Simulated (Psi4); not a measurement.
# MP2/def2-TZVP run of GeH3Cl (SMILES [Cl][GeH3])

What is the energy change on altering one bond length of GeH3Cl at MP2/def2-TZVP? 

The calculation is run with Psi4 1.11.

1 further run of the same task is left out (set aside as unsound or not needed).

### Step 1. Starting point

GeH3Cl: 5 atoms, total charge 0, spin state singlet. SMILES: `[Cl][GeH3]`. The shape is that of a PBE0-D4/def2-TZVP optimisation.

Bond lengths: Cl1–Ge2 2.155 Å, Ge2–H3 1.532 Å, Ge2–H4 1.532 Å, Ge2–H5 1.532 Å. Angles: Cl1–Ge2–H3 107.1°, Cl1–Ge2–H4 107.1°, Cl1–Ge2–H5 107.1°, H3–Ge2–H4 111.7°, H3–Ge2–H5 111.7°, H4–Ge2–H5 111.7°.

### Step 2. The energy at MP2/def2-TZVP

clgeh3.xyz

```xyz
5
ClGeH3
Cl    -1.875800    -0.025100     0.641300
Ge     0.161800    -0.013900    -0.060600
H      0.160400     0.656200    -1.438100
H      0.619000    -1.473700    -0.140600
H      0.984500     0.782900     0.956700
```

job.py

```python
import psi4

psi4.set_memory(1600000000)
psi4.set_num_threads(1)
psi4.core.set_output_file('psi4.out', False)

with open('clgeh3.xyz') as f:
    atoms = ''.join(f.readlines()[2:])
m = psi4.geometry('0 1\n' + atoms + 'symmetry c1\nno_reorient\nno_com')

psi4.set_options({
    'basis': 'def2-TZVP',
    'puream': True,
    'e_convergence': 1e-09,
    'd_convergence': 1e-08,
    'scf_type': 'pk',
    'num_frozen_docc': 14,
    'mp2_type': 'conv',
})

e = psi4.energy("mp2", molecule=m)
print('E =', round(e, 9))
```

On the command line:

```bash
$ python job.py
```

psi4.out:

```text
[...]
  Running in c1 symmetry.
[...]
  Nuclear repulsion =  176.393821920947829
[...]
  Multiplicity = 1
[...]
  Nalpha       = 26
  Nbeta        = 26
[...]
    Number of basis functions: 103
[...]
   @RHF iter   1: -2535.40232027022284   -2.76894e+00   2.64910e-02 ADIIS/DIIS
[...]
   @RHF iter  11: -2536.66235942332196   -2.59206e-11   9.17053e-09 DIIS
[...]
    Orbital Energies [Eh]
    ---------------------
    Doubly Occupied:
       1A   -405.269153     2A   -104.817083     3A    -52.176265
       4A    -46.264573     5A    -46.263562     6A    -46.263561
       7A    -10.546228     8A     -8.012903     9A     -8.011809
      10A     -8.011809    11A     -7.220861    12A     -5.198268
      13A     -5.195526    14A     -5.195526    15A     -1.674188
      16A     -1.671168    17A     -1.671168    18A     -1.666409
      19A     -1.666409    20A     -1.079329    21A     -0.740231
      22A     -0.518609    23A     -0.518598    24A     -0.506640
      25A     -0.443040    26A     -0.443035
[...]
  @RHF Final Energy: -2536.66235942332196
   => Energetics <=
    Nuclear Repulsion Energy =            176.3938219209478291
    One-Electron Energy =               -3884.0204580227755287
    Two-Electron Energy =                1170.9642766785061667
    Total Energy =                      -2536.6623594233215044
[...]
 Multipole Moments:
 ------------------------------------------------------------------------------------
     Multipole            Electronic (a.u.)      Nuclear  (a.u.)        Total (a.u.)
 ------------------------------------------------------------------------------------
 L = 1.  Multiply by 2.5417464519 to convert [e a0] to [Debye]
 Dipole X            :         47.9434816          -47.1431866            0.8002950
 Dipole Y            :          1.7166413           -1.7122808            0.0043604
 Dipole Z            :        -16.0377903           15.7620166           -0.2757736
 Magnitude           :                                                    0.8464881
[...]
	SCS-MP2 Total Energy (a.u.)        : -2537.09047649084869
	SOS-MP2 Total Energy (a.u.)        : -2537.05201546379931
	SCSN-MP2 Total Energy (a.u.)       : -2536.86543364614272
[...]
	SOS-PI-MP2 Total Energy (a.u.)     : -2537.11695813721190
[...]
	MP2 Total Energy (a.u.)            : -2537.10245587153486
[...]
```

On the terminal:

```text
E = -2537.102455872
```

Run time: 26 s. Hardware: 1 thread of AMD EPYC (Zen 3), shared host; peak memory 0.65 GiB.

### Step 3. The distorted shape at the same level

calc.in

```
memory 1600 MB

molecule mol {
  0 1
  Cl    -2.863033    -0.981253    -0.579451
  Ge    -0.825433    -0.970053    -1.281351
  H     -0.826833    -0.299953    -2.658851
  H     -0.368233    -2.429853    -1.361351
  H      0.984500     0.782900     0.956700
  units angstrom
  symmetry c1
}

set basis def2-TZVP
set puream true
set e_convergence 1e-09
set d_convergence 1e-08
set scf_type pk
set num_frozen_docc 14
set mp2_type conv

energy("mp2")
print_variables()
```

On the command line:

```bash
$ psi4 -n 1 calc.in calc.out
```

calc.out:

```text
[...]
  Running in c1 symmetry.
[...]
  Nuclear repulsion =  169.187762818737468
[...]
  Multiplicity = 1
[...]
  Nalpha       = 26
  Nbeta        = 26
[...]
    Number of basis functions: 103
[...]
   @RHF iter   1: -2534.81858186419686   -2.58792e+00   2.73201e-02 DIIS/ADIIS
[...]
   @RHF iter  13: -2536.46717233401569   -7.27596e-12   3.33919e-09 DIIS
[...]
    Orbital Energies [Eh]
    ---------------------
    Doubly Occupied:
       1A   -405.331350     2A   -104.852355     3A    -52.236236
       4A    -46.324992     5A    -46.323762     6A    -46.322893
       7A    -10.580634     8A     -8.047199     9A     -8.046092
      10A     -8.046011    11A     -7.279094    12A     -5.255993
      13A     -5.253992    14A     -5.251833    15A     -1.731311
      16A     -1.729874    17A     -1.726846    18A     -1.724759
      19A     -1.723060    20A     -1.109100    21A     -0.746395
      22A     -0.551593    23A     -0.537146    24A     -0.495393
      25A     -0.473048    26A     -0.301285
[...]
  @RHF Final Energy: -2536.46717233401569
   => Energetics <=
    Nuclear Repulsion Energy =            169.1877628187374683
    One-Electron Energy =               -3867.3053797500842848
    Two-Electron Energy =                1161.6504445973309885
    Total Energy =                      -2536.4671723340156859
[...]
 Multipole Moments:
 ------------------------------------------------------------------------------------
     Multipole            Electronic (a.u.)      Nuclear  (a.u.)        Total (a.u.)
 ------------------------------------------------------------------------------------
 L = 1.  Multiply by 2.5417464519 to convert [e a0] to [Debye]
 Dipole X            :          0.4812069           -0.6186282           -0.1374213
 Dipole Y            :         -1.6974936            0.9519667           -0.7455269
 Dipole Z            :         -2.9570077            1.7816380           -1.1753697
 Magnitude           :                                                    1.3986383
[...]
	SCS-MP2 Total Energy (a.u.)        : -2536.92237333249113
	SOS-MP2 Total Energy (a.u.)        : -2536.88398749384987
	SCSN-MP2 Total Energy (a.u.)       : -2536.66984956204169
[...]
	SOS-PI-MP2 Total Energy (a.u.)     : -2536.95345668715527
[...]
	MP2 Total Energy (a.u.)            : -2536.92967581646781
[...]
```

Run time: 23 s. Hardware: 1 thread of AMD EPYC (Zen 3), shared host; peak memory 0.65 GiB.

### Step 4. What came out

At MP2/def2-TZVP, 14 core orbitals frozen:

| quantity | value |
| --- | --- |
| first shape: total energy | -2537.10246 Eh |
| first shape: HOMO energy (Hartree–Fock orbitals) | -12.06 eV |
| first shape: LUMO energy (Hartree–Fock orbitals) | 3.08 eV |
| first shape: HOMO–LUMO gap (Hartree–Fock orbitals) | 15.13 eV |
| first shape: correlation energy (14 core orbitals frozen) | -440.1 mEh |
| distorted shape: total energy | -2536.92968 Eh |
| distorted shape: HOMO energy (Hartree–Fock orbitals) | -8.20 eV |
| distorted shape: LUMO energy (Hartree–Fock orbitals) | -1.62 eV |
| distorted shape: HOMO–LUMO gap (Hartree–Fock orbitals) | 6.58 eV |
| distorted shape: correlation energy (14 core orbitals frozen) | -462.5 mEh |
| energy change with the Ge2–H5 bond stretched from 1.532 to 3.370 Å | 4.702 eV |

**Reading.** One bond (distorted shape) is far stretched, which a spin-restricted single reference describes badly; perturbation theory on it can break down and give far too much correlation. With the Ge2–H5 bond stretched from 1.532 to 3.370 Å the energy rises by 4.70 eV (454 kJ/mol). The first shape isn't relaxed at this level, so the change isn't measured from a minimum. A restricted reference can't describe the breaking bond well at this length.
